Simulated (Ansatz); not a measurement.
# HfNH+ (quartet): wave-function methods side by side, def2-TZVPP

One table from this session's results is given with a row withheld; the runs are named, their logs left out.

Method: def2-TZVPP, core rule «outside noble gas», up to 5 orbitals frozen; program: Ansatz 0.2.0, Gaussian basis.

To be run: UHF; CCSD(T) on ROHF; CCSD(T) on UHF; CCSDT(Q) on ROHF; CCSDT(Q) on UHF.

11 further runs of the same task are left out: 6 for a known fault of the program, 5 set aside as unsound or not needed.

### The system

The geometry is a PBE0/def2-TZVP stationary point (not a proven minimum) of the parent state, kept for this charge and spin. No spin-orbit coupling is included. Elements past krypton take def2 core potentials.

3 atoms, charge 1, spin multiplicity 4.

Atoms are counted from 1 here; the program's logs count them from 0.

Bond lengths: Hf1–N2 2.034 Å, N2–H3 1.017 Å. Angles: Hf1–N2–H3 147.1°.

Geometry (Å):

```
Hf    0.00000   -0.11147    1.64724
N     0.00000   -0.20131   -0.38506
H     0.00000    0.31278   -1.26217
```

The first run:

Input file in.yaml:

```yaml
crystal:
  periodic: [false, false, false]
  atoms:
    - {symbol: Hf, position_ang: [0.000000, -0.111469, 1.647238]}
    - {symbol: N, position_ang: [0.000000, -0.201315, -0.385063]}
    - {symbol: H, position_ang: [0.000000, 0.312783, -1.262174]}
basis:
  gaussian: {orbitals: def2-TZVPP}
total_charge: 1
magnetization: {spin_polarized: true, initial_magnetization: 3}
hamiltonian: {xc: hf}
output: {orbitals: {seedname: orbitals}}
```

Started as:

```sh
ansatz run in.yaml --threads 1 --pin off --events-out ev --progress --plain --max-ram 3968MiB --backend cpu
```

Among the steps run: UHF; CCSD(T) on ROHF; CCSD(T) on UHF; CCSDT(Q) on ROHF; CCSDT(Q) on UHF.

One table of the session follows, with a row left open; its other results are not shown here.

It belongs to the step «Misses and costs». 

| method | from RCCSDT(Q) (meV) |
| --- | --- |
| ROHF | +6591.2 |
| UHF | +6398.6 |
| RMP2 | +728.5 |
| UMP2 | +664.3 |
| RCCSD | +321.6 |
| UCCSD | +238.9 |
| RCCSD(T) | +36.9 |
| UCCSD(T) | ? |
| RCCSDT | +13.4 |
| UCCSDT | -66.2 |
| RCCSDT(Q) | 0 |
| UCCSDT(Q) | -85.0 |

Q: Estimate the row for UCCSD(T) from the others.

**Answer.** from RCCSDT(Q) (meV): -42.1. In the column «from RCCSDT(Q) (meV)» it lies between UCCSDT (-66.2) and RCCSDT(Q) (0).

Limits of these values: Restricted and unrestricted rows rest on different reference determinants; where their highest levels disagree by more than a few hundredths of an eV, they describe different states and don't form one ladder.
